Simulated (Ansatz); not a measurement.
# One shape, several levels: InH3F− ([InFH3]-)

Aim: a comparison of 6 runs (B3LYP/STO-3G, BHLYP/STO-3G, CAM-B3LYP/STO-3G, UB3LYP/STO-3G, RPA@PBE/STO-3G, CCSD(T)/STO-3G) of InH3F− ([InFH3]-). 

Program for the calculation: Ansatz 0.2.0.

4 further runs of the same task are left out: 4 that didn't finish.

**1. The molecule**

InH3F−: 5 atoms, total charge -1, spin state singlet. SMILES: `[H][In-]([H])([H])[F]`. The H5–In1 distance was set to 3.412 Å, away from the relaxed value. At this shape a bond of the SMILES string is far longer than usual.

Bond lengths: In1–F2 2.018 Å, In1–H3 1.705 Å, In1–H4 1.704 Å. Angles: F2–In1–H3 105.4°, F2–In1–H4 105.3°, H3–In1–H4 113.6°.

**2. A single-point energy at B3LYP/STO-3G (run 1)**

Contents of job.yaml:

```yaml
crystal:
  periodic: [false, false, false]
  atoms:
    - {symbol: In, position_ang: [0.826335, 1.425132, 0.322287]}
    - {symbol: F, position_ang: [0.834145, 1.402742, 2.340187]}
    - {symbol: H, position_ang: [2.468455, 1.431672, -0.136543]}
    - {symbol: H, position_ang: [-0.007635, 2.847352, -0.108323]}
    - {symbol: H, position_ang: [-0.822880, -1.418880, -0.591010]}
basis:
  gaussian:
    orbitals: STO-3G
total_charge: -1
hamiltonian:
  xc: {name: B3LYP}
accuracy: high
```

The run is started by

```
$ ansatz run job.yaml --threads 1 --pin off --max-ram 2610MiB --events-out events.jsonl --progress --plain --runs-dir runs
```

Log:

```text
Warning: RAYON_NUM_THREADS=1 ignored (pool sized by the plan → 1); use --threads N
Functional definition: B3LYP
  name "B3LYP"
  parameter a0 = 0.2
  parameter ax = 0.72
  parameter ac = 0.81
  exchange = (1 - a0 - ax)*slater_x + ax*b88_x + a0*exact_x
  correlation = (1 - ac)*vwn_rpa_c + ac*lyp_c
642 factors; integrals over basis functions are off by at most 3.8e-9 eV
mean field evaluation 1: about -157371.1893 eV, gradient 9.8e1 eV
mean field evaluation 2: about -157373.5733 eV, gradient 2.9e1 eV
mean field evaluation 4: about -157339.8205 eV, gradient 1.2e2 eV
mean field evaluation 8: about -157391.9730 eV, gradient 4.8e1 eV
mean field evaluation 16: about -157411.4898 eV, gradient 7.6e-4 eV
mean field -157411.48975978 eV, -5784.7655513320 hartree, gradient 2.8e-8 eV, S^2 0.000000; 0 other end points of the search recorded, 0 dependent functions left out
reference -157411.48978956 eV, -5784.7655524262 hartree; 31, 31 occupied and 4, 4 virtual orbitals, 642 factors
Total energy: -157411.48978956 eV, -5784.7655524262 hartree
```

Run time: 2.2 s. Hardware: 1 thread of Arm Neoverse V2, shared host; peak memory 0.11 GiB.

**3. A single-point energy at BHLYP/STO-3G (run 2)**

Contents of in.yaml:

```yaml
crystal:
  periodic: [false, false, false]
  atoms:
    - {symbol: In, position_ang: [0.826335, 1.425132, 0.322287]}
    - {symbol: F, position_ang: [0.834145, 1.402742, 2.340187]}
    - {symbol: H, position_ang: [2.468455, 1.431672, -0.136543]}
    - {symbol: H, position_ang: [-0.007635, 2.847352, -0.108323]}
    - {symbol: H, position_ang: [-0.822880, -1.418880, -0.591010]}
basis:
  gaussian:
    orbitals: STO-3G
total_charge: -1
hamiltonian:
  xc: {name: BHLYP}
accuracy: high
```

The run is started by

```
$ ansatz run in.yaml --threads 1 --pin off --max-ram 2610MiB --events-out events.jsonl --progress --plain --runs-dir runs
```

Log:

```text
Warning: RAYON_NUM_THREADS=1 ignored (pool sized by the plan → 1); use --threads N
Functional definition: BHLYP
  name "BHLYP"
  parameter a = 0.5
  exchange = (1 - a)*b88_x + a*exact_x
  correlation = lyp_c
642 factors; integrals over basis functions are off by at most 3.8e-9 eV
mean field evaluation 1: about -157408.7778 eV, gradient 3.1e1 eV
mean field evaluation 2: about -157398.6885 eV, gradient 2.6e1 eV
mean field evaluation 4: about -157414.7705 eV, gradient 5.0e0 eV
mean field evaluation 8: about -157414.9864 eV, gradient 2.3e-1 eV
mean field evaluation 16: about -157414.9582 eV, gradient 6.1e-5 eV
mean field -157414.95817739 eV, -5784.8930133283 hartree, gradient 2.6e-8 eV, S^2 0.000000; 0 other end points of the search recorded, 0 dependent functions left out
reference -157414.95819795 eV, -5784.8930140836 hartree; 31, 31 occupied and 4, 4 virtual orbitals, 642 factors
Total energy: -157414.95819795 eV, -5784.8930140836 hartree
```

It took 1.9 s on 1 thread of Arm Neoverse V2, shared host; peak memory 0.11 GiB.

Runs 3 to 5 aren't shown in full; the table further down has their settings and results.

**4. A single-point energy at CCSD(T)/STO-3G (run 6)**

Edit in.yaml of step 3 so:

```diff
@@ -12,4 +12,10 @@
 total_charge: -1
-hamiltonian:
-  xc: {name: BHLYP}
+magnetization:
+  spin_polarized: false
+  initial_magnetization: 0
+correlation:
+  method: ccsd_t
+  frozen_orbitals: {F: 1, H: 0, In: 18}
 accuracy: high
+scf:
+  omitted_lower_state_checks: [cluster_reference, increment]
```

The run is started by

```
$ ansatz run in.yaml --threads 1 --pin off --max-ram 2610MiB --events-out events.jsonl --progress --plain --runs-dir runs
```

Log (excerpt; [...] marks lines left out):

```text
Warning: RAYON_NUM_THREADS=1 ignored (pool sized by the plan → 1); use --threads N
Functional definition: HF
  name "HF"
[...]
642 factors; integrals over basis functions are off by at most 3.8e-9 eV
[...]
mean field -157344.18283691 eV, -5782.2920675387 hartree, gradient 1.2e-8 eV, S^2 0.000000; 0 other end points of the search recorded, 0 dependent functions left out; unrestricted orbitals would lower it
19 core orbitals not correlated: weight in the atoms' cores, before any rotation towards them, 1.000 or more for the frozen orbitals, at most 0.000 for the correlated occupied ones
reference -157344.18283691 eV, -5782.2920675387 hartree; 12, 12 occupied and 4, 4 virtual orbitals, 642 factors
second order -2.11449957 eV of doubles, -0.00000000 eV of singles
cycle   1  -2.23701658 eV  change   -5.6e-1 eV  update   1.4e-1
[...]
cycle  26  -3.38017280 eV  change   4.8e-10 eV  update  9.8e-10
perturbative correction -0.14836761 eV, -0.0054524090 hartree
WARN: these amplitudes may be one of several solutions (largest doubles amplitude 0.57, level shift 3.35 eV)
Total energy: -157347.71137732 eV, -5782.4217390069 hartree
Checks for a lower state left out: cluster_reference, increment
```

It took 0.58 s on 1 thread of Arm Neoverse V2, shared host; peak memory 0.084 GiB.

**5. All runs side by side**

```
run             level  frozen core orbitals   energy (Eh)  wall time
  1      B3LYP/STO-3G                     –  -5784.765552      2.2 s
  2      BHLYP/STO-3G                     –  -5784.893014      1.9 s
  3  CAM-B3LYP/STO-3G                     –  -5784.887670      2.2 s
  4     UB3LYP/STO-3G                     –  -5784.775449      7.8 s
  5    RPA@PBE/STO-3G                    19  -5782.468011      4.2 s
  6    CCSD(T)/STO-3G                    19  -5782.421739     0.58 s
```

**6. Outcome**

```
                                           quantity           value
                                run 6: total energy  -5782.42174 Eh
run 6: correlation energy (19 core orbitals frozen)      -129.7 mEh
                              run 6: (T) correction       -5.45 mEh
                               run 6: T1 diagnostic           0.062
```

What this shows: Totals of different functionals can't be ranked against each other. In run 6 the T1 diagnostic is large, so a single reference may not serve. In runs 5, 6 the log says that unrestricted orbitals would lower the reference, so the values rest on an unstable closed-shell determinant (other closed-shell runs at this shape may share the fault). In runs 1, 2, 3, 4, 5, 6 the basis is minimal, so the values are rough. In runs 1, 2, 3, 4, 5, 6 relativity is left out where basis or elements ask for it. Spin contamination of the reference: run 4 ⟨S²⟩ = 0.51. All runs together took 19 s, the longest 7.8 s.
